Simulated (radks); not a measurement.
# The Coulomb parameter U of the 5d shell of Os²⁺

An exercise on one series of results from a longer session: the logs are not shown, and one member is left open.

The numbers are computed with radks (a radial shooting solver on a logarithmic mesh, Libxc functionals) version 1 (scalar-relativistic Kohn-Sham, SCAN, spin-unpolarised, spherical densities, finite nucleus), except any that are marked as measured or tabulated.

### The atom as given

| Item | Value |
| --- | --- |
| element | osmium (Z = 76) |
| charge | +2 |
| electrons | 74 |
| configuration | [Xe] 4f14 5d5 6p1 |
| nuclear rms radius | 5.4126 fm |

The outer shells:

Os²⁺
```
[Xe] core
4f [↑↓][↑↓][↑↓][↑↓][↑↓][↑↓][↑↓]
5d [↑ ][↑ ][↑ ][↑ ][↑ ]
6p [↑ ][  ][  ]
```

The first run:

Input:

```text
Z 76
configuration [Xe] 4f14 5d5 6p1
relativity scalar-relativistic
functional scan,scan
spin unpolarised
nucleus finite rms 5.4126 fm
c 137.035999084
```

Among the steps run: Start: [Xe] 4f14 5d5 6p1.

One table of the session follows, with a row left open; its other results are not shown here.

It belongs to the step «Start: [Xe] 4f14 5d5 6p1». Radial moments (bohr):

| level | <r> | outermost maximum (interpolated) | 90 % within | nodes |
| --- | --- | --- | --- | --- |
| 4s | 0.4316 | 0.405 | 0.619 | 3 |
| 4p | 0.4590 | 0.425 | 0.666 | 2 |
| 4d | 0.4889 | 0.435 | 0.731 | 1 |
| 5s | ? | ? | ? | ? |
| 4f | 0.5558 | 0.406 | 0.907 | 0 |
| 5p | 1.161 | 1.03 | 1.69 | 3 |
| 5d | 1.635 | 1.32 | 2.50 | 2 |
| 6p | 3.202 | 2.85 | 4.62 | 4 |

**Question.** Estimate the row for 5s.

The run gave: <r>: 1.004; outermost maximum (interpolated): 0.911; 90 % within: 1.44; nodes: 4. In the column «<r>» it lies between 4f (0.5558) and 5p (1.161).
